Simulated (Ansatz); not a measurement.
**AsH− (doublet): PBE0, B3LYP over a scan of the distance As1–H2, aug-cc-pVDZ**

How well do these functionals follow the top wave-function level for AsH− (doublet) over a scan of the distance As1–H2?

Computed with Ansatz 0.2.0, Gaussian basis. Level: aug-cc-pVDZ, all electrons in the functionals.

To be run: PBE0, B3LYP, at 1.260 Å; 1.414 Å; 1.548 Å; 1.662 Å; 1.870 Å; 2.178 Å; 2.489 Å; 2.861 Å; 3.320 Å; 4.263 Å; 5.233 Å.

1 further run of the same task is left out (for a known fault of the program). Runs told in other sessions of the task aren't counted.

## Step 1: The system

The geometry derives from a PBE0/def2-TZVPD stationary point (not a proven minimum). One bond is set to the value named and the two fragments are kept rigid. No spin-orbit coupling is included. The filled d shell of As may be among the frozen orbitals whatever the setting's name suggests.

2 atoms, charge -1, spin multiplicity 2.

Atoms are counted from 1 here; the program's logs count them from 0.

Bond lengths: As1–H2 1.548 Å.

Coordinates:

```xyz
2

As    0.00000    0.00000    0.00000
H     0.00000    0.00000    1.54780
```

No dispersion term is added. B3LYP takes the VWN-RPA correlation.

The geometry shown and the zero of energy belong to the point 1.548 Å. The yardstick, FCI, and other wave-function levels (R restricted, U unrestricted, valence and pair active spaces) come from earlier runs.

## Step 2: PBE0, 1.260 Å

in.yaml

```yaml
crystal:
  periodic: [false, false, false]
  atoms:
    - {symbol: As, position_ang: [0.000000, 0.000000, 0.000000]}
    - {symbol: H, position_ang: [0.000000, 0.000000, 1.260000]}
basis:
  gaussian: {orbitals: aug-cc-pVDZ}
total_charge: -1
magnetization: {spin_polarized: true, initial_magnetization: 1}
hamiltonian: {xc: {name: PBE0}}
output: {forces: true, orbitals: {seedname: orbitals}}
```

Started as:

```
> ansatz run in.yaml --threads 1 --pin off --events-out ev --progress --plain --max-ram 4096MiB --backend cpu
```

The runs that follow: PBE0, 1.414 Å; PBE0, 1.548 Å; PBE0, 1.662 Å; PBE0, 1.870 Å; PBE0, 2.178 Å; PBE0, 2.489 Å; PBE0, 2.861 Å; PBE0, 3.320 Å; PBE0, 4.263 Å; PBE0, 5.233 Å; B3LYP, 1.260 Å; B3LYP, 1.414 Å; B3LYP, 1.548 Å; B3LYP, 1.662 Å; B3LYP, 1.870 Å; B3LYP, 2.178 Å; B3LYP, 2.489 Å; B3LYP, 2.861 Å; B3LYP, 3.320 Å; B3LYP, 4.263 Å; B3LYP, 5.233 Å.

**Question.** What will the summary of the whole plan be? Wanted: span of the FCI curve; largest miss, PBE0; largest miss, B3LYP.

As calculated:

| quantity | value |
| --- | --- |
| span of the FCI curve | 286.4 kJ/mol |
| largest miss, PBE0 | +23.2 kJ/mol (2.489 Å) |
| largest miss, B3LYP | +11.1 kJ/mol (2.489 Å) |

**Reading.** Of the functionals, B3LYP keep the smallest largest miss at the points compared (at most 11.1 kJ/mol) and PBE0 strays most (23.2 kJ/mol, at 2.489 Å). PBE0, B3LYP clearly break the spin symmetry at some points (⟨S²⟩ up to 1.03 above the pure value), so energy there is bought with a mixed spin. Functionals and the yardstick converge differently with the basis, so part of each miss in aug-cc-pVDZ is the basis.

The anion's highest level is positive in at least one run, so there the basis alone may hold the extra electron.
